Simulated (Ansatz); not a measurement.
Input of an Ansatz 0.2.0 run:

Contents of input.yaml:

```yaml
crystal:
  lattice:
    - [4.1467, 0.0, 0.0]
    - [-2.07335, 3.59115, 0.0]
    - [0.0, 0.0, 5.41629]
  atoms:
    - { symbol: Ni, position: [0.0, 0.0, 0.02221], spin: 1.0 }
    - { symbol: Mo, position: [0.66667, 0.33333, 0.45996], spin: 1.0 }
    - { symbol: Pd, position: [0.33333, 0.66667, 0.74601] }
    - { symbol: Ir, position: [0.33333, 0.66667, 0.25641], spin: 0.6 }
    - { symbol: W, position: [0.66667, 0.33333, 0.99985] }
hamiltonian:
  xc: pbe
  pseudopotentials: { kind: paw }
magnetization:
  spin_polarized: true
kpoints:
  mp_grid: { grid: [7, 7, 5] }
scf:
  occupations: { method: fermi_dirac, width: 0.05 }
output:
  forces: true
  stress: true
  eigenvalues: true
  bader: true
  populations: true
```

Potentials or basis: Ansatz PAW.

Launch:

```bash
$ ansatz run input.yaml --threads 8 --pin off --max-ram 20480MiB --backend cpu --events-out ev --progress --plain --runs-dir out
```

**Question.** Predict the Bader charges.

**Answer.** Ni -0.16; Mo +0.78; Pd -0.53; Ir -0.84; W +0.74 e.

**Question.** Estimate the net moment.

**Answer.** 0.00 μB per cell.

Forces in eV/Å, atoms in the order of the input:
```
Ni   0.000  0.000  0.053
Mo   0.000  0.000  0.158
Pd   0.000  0.000  0.004
Ir   0.000  0.000 -0.084
W    0.000  0.000 -0.130
```

Caveat: the starting moments weren't kept. The run has no spin-orbit coupling, so splittings on Ir, W are missing.
